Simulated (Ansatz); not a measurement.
# Zn3CdO: the cost of one run

Method: DFT PBE, scalar-relativistic, plane waves, PAW, in Ansatz 0.2.0.

**1. The starting structure**

The structure is orthorhombic, space group Cmmm (No. 65). The conventional cell has a = 5.536 Å, b = 6.024 Å, c = 5.198 Å, α = 90.00°, β = 90.00°, γ = 90.00°. Around Zn (site symmetry 2/m) lie 2 Zn at 2.05 Å. Around Zn (site symmetry mmm) lie 4 Zn at 2.05 Å and 2 O at 2.60 Å. Around Cd (site symmetry mmm) lie 4 O at 2.77 to 3.01 Å. O (site symmetry mmm) is surrounded by 2 Zn at 2.60 Å and 4 Cd at 2.77 to 3.01 Å.

Coordinates:

```
Zn Cd O
1.0
     2.76824   -3.01182    0.00000
     2.76824    3.01182    0.00000
     0.00000    0.00000    5.19825
Zn Cd O
3 1 1
Cartesian
  1.3841 1.5059 2.5991
  1.3841 -1.5059 2.5991
  2.7682 0.0000 2.5991
  0.0000 0.0000 0.0000
  2.7682 0.0000 0.0000
```

A structure generator made this guess: random cell by space group and Wyckoff sites (Cmmm, No. 65). Its size is a rough estimate.

**2. The guess as it stands, on a coarse mesh**

Contents of input.yaml:

```yaml
crystal:
  lattice:
    - [2.76823809, -3.01181585, 0.0]
    - [2.76823809, 3.01181585, 0.0]
    - [0.0, 0.0, 5.19825274]
  atoms:
    - { symbol: Zn, position: [0.0, 0.5, 0.5] }
    - { symbol: Zn, position: [0.5, 0.0, 0.5] }
    - { symbol: Zn, position: [0.5, 0.5, 0.5] }
    - { symbol: Cd, position: [0.0, 0.0, 0.0] }
    - { symbol: O, position: [0.5, 0.5, 0.0] }
basis:
  ecutwfc: 420
kpoints:
  mp_grid: { grid: [4, 4, 4] }
hamiltonian:
  xc: pbe
scf:
  occupations: { method: gaussian, width: 0.1 }
  lower_state_search: "off"
output:
  forces: true
  stress: true
  eigenvalues: true
```

The run is started by

```
ansatz run input.yaml --threads 1 --pin off --max-ram 2560MiB --backend cpu --events-out ev --progress --plain --runs-dir out
```

What time and memory should one allow on 1 thread of Intel Xeon at 2.70GHz, shared host?

About 5.3 s, with a peak of 0.4 GiB.
